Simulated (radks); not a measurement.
**In in [Kr] 4d10 5s2 4f1: an all-electron calculation**

What are the levels of neutral indium, how large are its shells, and how does its energy divide?

The numbers are computed with radks (a radial shooting solver on a logarithmic mesh, Libxc functionals) version 1 (Dirac Kohn-Sham, PBEsol, spin-unpolarised, spherical densities, point nucleus; open shells fill j = l - 1/2 first), except any that are marked as measured or tabulated.

### Step 1. The atom as given

```
element       : indium (Z = 49)
charge        : 0
electrons     : 49
configuration : [Kr] 4d10 5s2 4f1
```

### Step 2. Self-consistent calculation

Settings of this run:

```text
Z 49
configuration [Kr] 4d10 5s2 4f1
relativity Dirac
functional pbe_sol,pbe_sol
spin unpolarised
j_filling energy
nucleus point
c 137.035999084
```

What does the calculation give?

**Answer**, as computed:

| quantity | value |
| --- | --- |
| total energy | -5880.37195 hartree |
| exchange-correlation share of it | 2.67 % |
| −T/E | 1.0507 |
| highest occupied level | 4f5/2, -0.428 eV |
| most extended occupied level | 4f5/2, <r> = 17.5 bohr |
| radius at density 0.001 e/bohr³ | 3.98 bohr |
| maxima of the radial density | 5 |

The radial density shows 5 maxima for 5 occupied principal shells. −T/E is 1.051: with relativity the kinetic term as defined here no longer equals −E. This is not the tabulated ground configuration, so its levels and sizes aren't those of the ground state, and no measured value stands beside it.
